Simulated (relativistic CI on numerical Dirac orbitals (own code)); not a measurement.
# Tm⁺: one ion under different settings

How much do the settings matter for Tm⁺? One ion, several inputs.

The numbers are computed with relativistic CI on numerical Dirac orbitals (own code) version 3 (Dirac-Coulomb-Breit CI, KLI orbitals optimised for each configuration, model QED (radiative potential, 1s self-energy scaled to tabulated hydrogen-like ionisation energies), numerical settings as typed), except any that are marked as measured or tabulated.

### 1 The system

```
ion            : Tm⁺ (Tm II)
nuclear charge : 69
electrons      : 68
isotope        : A = 169
```

### 2 The usual input

The run's settings:

```ini
atom Tm  Z=69  charge=1  electrons=68
nucleus A=169  rms_radius_fm=5.2256
hamiltonian dirac-coulomb  breit=on  qed=on  c_scale=1
orbitals kli  potential=per-configuration
slater_scale 1
correlation none
mixing on
grid step=0.0125 r_max=129.7
scf mixing=0.4 start=green max_iterations=150 tolerance=2e-08 node_fill=0.05
configurations
  [Xe] 4f13 6s
end
```

Launch:

```sh
$ python run_levels.py task.json out
```

One command runs all members of the session, one after another, from task.json.

### 3 Nuclear radius 4.703, tolerance 1e-10

The run's settings:

```ini
atom Tm  Z=69  charge=1  electrons=68
nucleus A=169  rms_radius_fm=4.7030
hamiltonian dirac-coulomb  breit=on  qed=on  c_scale=1
orbitals kli  potential=per-configuration
slater_scale 1
correlation none
mixing on
grid step=0.0125 r_max=129.7
scf mixing=0.4 start=green max_iterations=150 tolerance=1e-10 node_fill=0.05
configurations
  [Xe] 4f13 6s
end
```

### 4 End of the grid 389.1

The run's settings:

```ini
atom Tm  Z=69  charge=1  electrons=68
nucleus A=169  rms_radius_fm=5.2256
hamiltonian dirac-coulomb  breit=on  qed=on  c_scale=1
orbitals kli  potential=per-configuration
slater_scale 1
correlation none
mixing on
grid step=0.0125 r_max=389.1
scf mixing=0.4 start=green max_iterations=150 tolerance=2e-08 node_fill=0.05
configurations
  [Xe] 4f13 6s
end
```

### 5 Iteration limit 30, end of the grid 90.79, grid step 0.006

The settings differ from step 4 so:

```diff
@@ -7,4 +7,4 @@
 mixing on
-grid step=0.0125 r_max=389.1
-scf mixing=0.4 start=green max_iterations=150 tolerance=2e-08 node_fill=0.05
+grid step=0.006 r_max=90.79
+scf mixing=0.4 start=green max_iterations=30 tolerance=2e-08 node_fill=0.05
 configurations
```

### 6 Slater scale 0.5

The run's settings:

```ini
atom Tm  Z=69  charge=1  electrons=68
nucleus A=169  rms_radius_fm=5.2256
hamiltonian dirac-coulomb  breit=on  qed=on  c_scale=1
orbitals kli  potential=per-configuration
slater_scale 0.5
correlation none
mixing on
grid step=0.0125 r_max=129.7
scf mixing=0.4 start=green max_iterations=150 tolerance=2e-08 node_fill=0.05
configurations
  [Xe] 4f13 6s
end
```

### 7 Slater scale 0

The run's settings:

```ini
atom Tm  Z=69  charge=1  electrons=68
nucleus A=169  rms_radius_fm=5.2256
hamiltonian dirac-coulomb  breit=on  qed=on  c_scale=1
orbitals kli  potential=per-configuration
slater_scale 0
correlation none
mixing on
grid step=0.0125 r_max=129.7
scf mixing=0.4 start=green max_iterations=81 tolerance=2e-08 node_fill=0.05
configurations
  [Xe] 4f13 6s
end
```

### 8 Node fill 50

The run's settings:

```ini
atom Tm  Z=69  charge=1  electrons=68
nucleus A=169  rms_radius_fm=5.2256
hamiltonian dirac-coulomb  breit=on  qed=on  c_scale=1
orbitals kli  potential=per-configuration
slater_scale 1
correlation none
mixing on
grid step=0.0125 r_max=129.7
scf mixing=0.4 start=green max_iterations=92 tolerance=2e-08 node_fill=50
configurations
  [Xe] 4f13 6s
end
```

(Steps that only read results are left out.)

What does the calculation give? Wanted: lowest level, usual settings; total energy; first excitation.

As calculated:

| setting | total energy less usual (Ha) | largest shift of a level among the lowest eight of both runs, same label and place (cm⁻¹) | SCF iterations | time | lowest level | kind of change |
| --- | --- | --- | --- | --- | --- | --- |
| usual | 0 | 0 | 22 | 0.22 s | 4f13 6s 3F°4 | - |
| nuclear radius 4.703, tolerance 1e-10 | -0.238 | 0.0620 | 26 | 0.23 s | 4f13 6s 3F°4 | unphysical constant |
| end of the grid 389.1 | 0 | 0 | 22 | 0.24 s | 4f13 6s 3F°4 | numerical |
| iteration limit 30, end of the grid 90.79, grid step 0.006 | -0.000176 | 0 | 23 | 0.52 s | 4f13 6s 3F°4 | numerical |
| Slater scale 0.5 | 0.0013 | 620 | 22 | 0.26 s | 4f13 6s 3F°4 | model term |
| Slater scale 0 | 0.0026 | 1230 | 22 | 0.24 s | 4f13 6s 3F°4 | unsound |
| node fill 50 | 1.36 | 6940 | 36 | 0.36 s | 4f13 6s 3F°4 | unsound |

| quantity | value |
| --- | --- |
| lowest level, usual settings | 4f13 6s 3F°4 |
| total energy | -13551.5414 Ha |
| first excitation | 383.1 cm⁻¹ |

In words: Among the runs whose levels can be followed, they move most under «node fill 50» (unsound), by up to 6940 cm⁻¹. No visible change in the result comes from «end of the grid 389.1». «Node fill 50» costs 36 SCF iterations against 22. Only the listed configurations are in the model. In a near-neutral ion this small CI can misplace whole configurations by 10,000 cm⁻¹ or more, above all where the count of f electrons changes.
